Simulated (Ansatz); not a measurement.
# CH4OTe: the cost of one run

Program: Ansatz 0.2.0 through its Python package. Level of theory: B3LYP+D3(BJ)/def2-SVP. These are calculated values, not measurements.

### Step 1. The structure

Bond lengths: O1–C2 1.342 Å, C2–Te3 2.131 Å, O1–H4 0.935 Å, C2–H5 1.099 Å, C2–H6 1.127 Å, Te3–H7 1.786 Å. Angles: O1–C2–Te3 107.9°, O1–C2–H5 110.5°, O1–C2–H6 110.1°, Te3–C2–H5 109.5°, Te3–C2–H6 109.2°, H5–C2–H6 109.5°, C2–O1–H4 108.3°, C2–Te3–H7 90.4°.

The script holds or builds the structure itself.

### Step 2. The script

The input, ch4ote_field.py:

```python
# -*- coding: utf-8 -*-
"""Response of CH4OTe to a pair of distant point charges."""

import ansatz as az
import numpy as np

BASIS_SET = "def2-SVP"
XC = "b3lyp"
DISPERSION = "d3bj"

GEOMETRY = """
O    -1.26320    0.54270   -0.62340
C    -0.22300    0.30500    0.19120
Te    1.22410   -0.81350   -0.90310
H    -1.67060   -0.27440   -0.82580
H    -0.54500   -0.27150    1.07000
H     0.23560    1.27820    0.52620
H     2.30340   -0.83450    0.51920
"""


def main():
    geometry = az.Crystal.molecule()
    for line in GEOMETRY.strip().splitlines():
        symbol, *xyz = line.split()
        geometry = geometry.atom(symbol, [float(v) for v in xyz])

    calculation = (
        geometry.calculation()
        .basis(gaussian=BASIS_SET)
        .functional(XC, dispersion=DISPERSION)
        .forces()
    )
    # charges +q and -q at -R and +R make a nearly even field 2 k q / R^2 at the centre
    centre = np.mean([site.position_ang for site in geometry.cartesian_sites], axis=0)
    field = 2 * 14.399645 * 2.0 / 25.0 ** 2


    def dipole(axis, sign):
        arm = 25.0 * np.eye(3)[axis]
        pair = [{"charge": sign * 2.0, "position_ang": (centre - arm).tolist()}, {"charge": -sign * 2.0, "position_ang": (centre + arm).tolist()}]
        deck = calculation.input().set(az.key.basis.gaussian.point_charges, pair)
        return np.array(az.Session.from_dict(deck).plan().execute().report["charge_distribution"]["dipole_moment_e_ang"])


    print(f"field {field:.4f} V/A")
    alpha = np.array([(dipole(axis, 1) - dipole(axis, -1)) / (2 * field) * 14.399645 for axis in range(3)])
    print("polarisability tensor (A^3)")
    print(np.array2string(alpha, precision=3, suppress_small=True))
    print(f"mean {np.trace(alpha) / 3:.3f} A^3 = {np.trace(alpha) / 3 / 0.14818471:.2f} bohr^3")


if __name__ == "__main__":
    main()
```

### Step 3. The calls as engine input

The package turns the script's settings into the engine's input (first run):

```yaml
crystal:
  periodic: [false, false, false]
  atoms:
    - { symbol: O, position_ang: [-1.2632, 0.5427, -0.6234] }
    - { symbol: C, position_ang: [-0.223, 0.305, 0.1912] }
    - { symbol: Te, position_ang: [1.2241, -0.8135, -0.9031] }
    - { symbol: H, position_ang: [-1.6706, -0.2744, -0.8258] }
    - { symbol: H, position_ang: [-0.545, -0.2715, 1.07] }
    - { symbol: H, position_ang: [0.2356, 1.2782, 0.5262] }
    - { symbol: H, position_ang: [2.3034, -0.8345, 0.5192] }
basis:
  gaussian:
    orbitals: def2-SVP
    point_charges:
      - { charge: 2.0, position_ang: [-24.991242857142858, -0.009714285714285722, -0.006528571428571391] }
      - { charge: -2.0, position_ang: [25.008757142857142, -0.009714285714285722, -0.006528571428571391] }
hamiltonian:
  xc: b3lyp
  dispersion: d3bj
output:
  forces: true
```

### Step 4. Running it

Run with:

```sh
$ python ch4ote_field.py
```

What time and memory should one allow on 1 thread of Arm Neoverse V1, shared host?

About 18 s, with a peak of 0.21 GiB.
